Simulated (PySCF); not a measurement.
**GaNH3SCl (SMILES [NH2][Ga]([SH])[Cl]) at 5 levels**

Wanted: a comparison of 5 runs (HF/STO-3G, HF/def2-SVP, PBE/def2-SVP, CAM-B3LYP/def2-TZVP, B2PLYP/pcseg-2) of GaNH3SCl. The job is set up through a Python script.

The calculation is run with PySCF 2.14.0.

### 1 Starting point

GaNH3SCl has 7 atoms, charge 0, and is taken as a singlet. SMILES: `[NH2][Ga]([SH])[Cl]`. The coordinates come from a PBE0-D4/def2-TZVP relaxation. This is one conformer, not always the lowest.

Bond lengths: N1–Ga2 1.799 Å, Ga2–S3 2.186 Å, Ga2–Cl4 2.141 Å, N1–H5 1.005 Å, N1–H6 1.005 Å, S3–H7 1.343 Å. Angles: N1–Ga2–S3 123.4°, N1–Ga2–Cl4 117.5°, S3–Ga2–Cl4 119.1°, Ga2–N1–H5 121.9°, Ga2–N1–H6 123.5°, Ga2–S3–H7 92.5°, H5–N1–H6 112.9°.

### 2 Energy and gradient at HF/STO-3G (run 1)

calc.py

```python
from pyscf import gto

molecule = gto.M(
    atom=[
    ('N', (-0.767400, 1.322200, -0.038900)),
    ('Ga', (0.020500, -0.293100, -0.113700)),
    ('S', (1.900400, -0.761900, 0.899400)),
    ('Cl', (-0.922700, -1.797500, -1.310400)),
    ('H', (-1.676500, 1.489400, -0.434100)),
    ('H', (-0.465200, 2.059000, 0.574100)),
    ('H', (1.911000, -2.018100, 0.423700)),
],
    max_memory=1860,
    basis='sto-3g',
    charge=0,
    verbose=4,
)

mf = molecule.RHF()
mf.conv_tol = 1e-10
mf.kernel()
if not mf.converged:
    mf = mf.newton().run(mf.mo_coeff, mf.mo_occ)

energy = mf.e_tot
print(f'total energy: {energy:.8f} hartree')
grad = mf.nuc_grad_method().kernel()
dip = mf.dip_moment()
pop, q = mf.mulliken_pop()
```

Launch:

```bash
$ OMP_NUM_THREADS=1 python calc.py
```

Standard output:

```text
PySCF version 2.14.0

[... 67 lines left out ...]
converged SCF energy = -2804.25988597355
total energy: -2804.25988597 hartree
[... 13 lines left out ...]
Dipole moment(X, Y, Z, Debye):  0.46280,  1.87501,  1.43711
[... 52 lines left out ...]
charge of    6H =     -0.01935
```

It took 3.9 s on 1 thread of Intel Xeon at 2.70GHz, shared host; peak memory 0.12 GiB.

### 3 Energy and forces at HF/def2-SVP (run 2)

input.py

```python
from pyscf import gto

mol = gto.Mole()
mol.atom = [
    ('N', (-0.767400, 1.322200, -0.038900)),
    ('Ga', (0.020500, -0.293100, -0.113700)),
    ('S', (1.900400, -0.761900, 0.899400)),
    ('Cl', (-0.922700, -1.797500, -1.310400)),
    ('H', (-1.676500, 1.489400, -0.434100)),
    ('H', (-0.465200, 2.059000, 0.574100)),
    ('H', (1.911000, -2.018100, 0.423700)),
]
mol.basis = 'def2-svp'
mol.spin = 0
mol.charge = 0
mol.max_memory = 1860
mol.verbose = 4
mol.build()

mf = mol.RHF()
mf.conv_tol = 1e-10
mf.kernel()
if not mf.converged:
    mf = mf.newton().run(mf.mo_coeff, mf.mo_occ)

energy = mf.e_tot
print('Final energy', energy)
grad = mf.nuc_grad_method().kernel()
mf.analyze()
```

Launch:

```bash
$ OMP_NUM_THREADS=1 python input.py
```

Standard output:

```text
PySCF version 2.14.0

[... 63 lines left out ...]
converged SCF energy = -2836.04349631565
[... 28 lines left out ...]
MO #6   energy= -42.5296953884065  occ= 2
[... 12 lines left out ...]
MO #19  energy= -4.52967986806388  occ= 2
[... 12 lines left out ...]
MO #32  energy= -0.513459543276509 occ= 2
[... 12 lines left out ...]
MO #45  energy= 0.284558726107703  occ= 0
[... 12 lines left out ...]
MO #58  energy= 0.8684083580092    occ= 0
[... 12 lines left out ...]
MO #71  energy= 1.14553901012898   occ= 0
[... 12 lines left out ...]
MO #84  energy= 2.11301600394768   occ= 0
[... 12 lines left out ...]
MO #97  energy= 3.70554981400417   occ= 0
[... 107 lines left out ...]
Dipole moment(X, Y, Z, Debye): -0.48374,  1.35664,  0.67916
```

It took 15 s on 1 thread of Intel Xeon at 2.70GHz, shared host; peak memory 0.2 GiB.

### 4 Energy and forces at PBE/def2-SVP (run 3)

geometry.xyz

```xyz
7

N     -0.767400     1.322200    -0.038900
Ga     0.020500    -0.293100    -0.113700
S      1.900400    -0.761900     0.899400
Cl    -0.922700    -1.797500    -1.310400
H     -1.676500     1.489400    -0.434100
H     -0.465200     2.059000     0.574100
H      1.911000    -2.018100     0.423700
```

run.py

```python
from pyscf import gto, dft

mol = gto.M(
    atom='geometry.xyz',
    verbose=3,
    charge=0,
    spin=0,
    max_memory=1860,
    basis='def2-svp',
)

calc0 = dft.RKS(mol)
calc0.xc = 'pbe'
calc0.grids.level = 5
calc0.conv_tol = 1e-10
calc0.kernel()
if not calc0.converged:
    calc0 = calc0.newton().run(calc0.mo_coeff, calc0.mo_occ)

energy = calc0.e_tot
print('E(%s) = %.9f' % ('PBE', energy))
grad = calc0.nuc_grad_method().kernel()
dip = calc0.dip_moment()
pop, q = calc0.mulliken_pop()
```

Launch:

```bash
$ OMP_NUM_THREADS=1 python run.py
```

Standard output:

```text
converged SCF energy = -2838.63939425049
[... 11 lines left out ...]
Dipole moment(X, Y, Z, Debye): -0.46734,  1.46735,  0.63948
[... 105 lines left out ...]
charge of    6H =      0.10163
```

Run time: 47 s. Hardware: 1 thread of Intel Xeon at 2.70GHz, shared host; peak memory 0.95 GiB.

Run 4 isn't shown in full; the table further down has it.

### 5 The energy at B2PLYP/pcseg-2 (run 5)

run.py

```python
from pyscf import gto, dft, mp

molecule = gto.M(
    atom=[
    ('N', (-0.767400, 1.322200, -0.038900)),
    ('Ga', (0.020500, -0.293100, -0.113700)),
    ('S', (1.900400, -0.761900, 0.899400)),
    ('Cl', (-0.922700, -1.797500, -1.310400)),
    ('H', (-1.676500, 1.489400, -0.434100)),
    ('H', (-0.465200, 2.059000, 0.574100)),
    ('H', (1.911000, -2.018100, 0.423700)),
],
    max_memory=1860,
    verbose=4,
    charge=0,
    spin=0,
    basis='pcseg-2',
)

calc0 = dft.RKS(molecule, xc='0.53*HF + 0.47*B88, 0.73*LYP')
calc0.grids.level = 5
calc0.conv_tol = 1e-10
calc0.kernel()
if not calc0.converged:
    calc0 = calc0.newton().run(calc0.mo_coeff, calc0.mo_occ)

pt = mp.MP2(calc0, frozen=20).run()
energy = calc0.e_tot + 0.27 * pt.e_corr
print('PT2 part  %.8f' % (0.27 * pt.e_corr))
print('E(%s) = %.9f' % ('B2PLYP', energy))
calc0.analyze()
```

Launch:

```bash
$ OMP_NUM_THREADS=1 python run.py
```

Standard output:

```text
PySCF version 2.14.0

[... 95 lines left out ...]
Two-electron Coulomb Energy =         1677.339373744569912
[... 24 lines left out ...]
MO #22  energy= -1.01866188730665  occ= 2
[... 22 lines left out ...]
MO #45  energy= 0.141797786683025  occ= 0
[... 22 lines left out ...]
MO #68  energy= 0.620368053990589  occ= 0
[... 22 lines left out ...]
MO #91  energy= 1.20336139669367   occ= 0
[... 22 lines left out ...]
MO #114 energy= 2.14960357384046   occ= 0
[... 22 lines left out ...]
MO #137 energy= 3.60255391089319   occ= 0
[... 22 lines left out ...]
MO #160 energy= 4.62787977349623   occ= 0
[... 22 lines left out ...]
MO #183 energy= 32.8226801998516   occ= 0
[... 193 lines left out ...]
Dipole moment(X, Y, Z, Debye): -0.30968,  1.42139,  0.75576
```

Wall time 99 s (1 thread of Intel Xeon at 2.70GHz, shared host); peak memory 1.7 GiB.

### 6 The series

```csv
run,level,integration grid,task,energy (Eh),dipole moment (D),HOMO energy (eV),LUMO energy (eV),wall time
1,HF/STO-3G,–,gradient,-2804.259886,2.41,-7.62,5.74,3.9 s
2,HF/def2-SVP,–,gradient,-2836.043496,1.59,-10.46,2.82,15 s
3,PBE/def2-SVP,5,gradient,-2838.639394,1.67,-5.99,-1.31,47 s
4,CAM-B3LYP/def2-TZVP,5,gradient,-2840.094532,1.67,-8.96,0.26,4.7 min
5,B2PLYP/pcseg-2,5,energy,-2839.326329,1.64,-8.75,0.33,99 s
```

### 7 Results

| quantity | value |
| --- | --- |
| run 5: total energy | -2839.32633 Eh |
| run 5: dipole moment (SCF part) | 1.64 D |
| run 5: HOMO energy (SCF part's orbitals) | -8.75 eV |
| run 5: LUMO energy (SCF part's orbitals) | 0.33 eV |
| run 5: HOMO–LUMO gap (SCF part's orbitals) | 9.08 eV |

In words: The dipole moment (its size) runs from 1.59 D (HF/def2-SVP) to 2.41 D (HF/STO-3G). The HOMO–LUMO gap runs from 4.68 eV (PBE/def2-SVP) to 13.36 eV (HF/STO-3G). The two ends differ in method and basis. Totals of different functionals can't be ranked against each other. In run 1 the basis is minimal, so the values are rough. All runs together took 7.4 min, the longest 4.7 min.
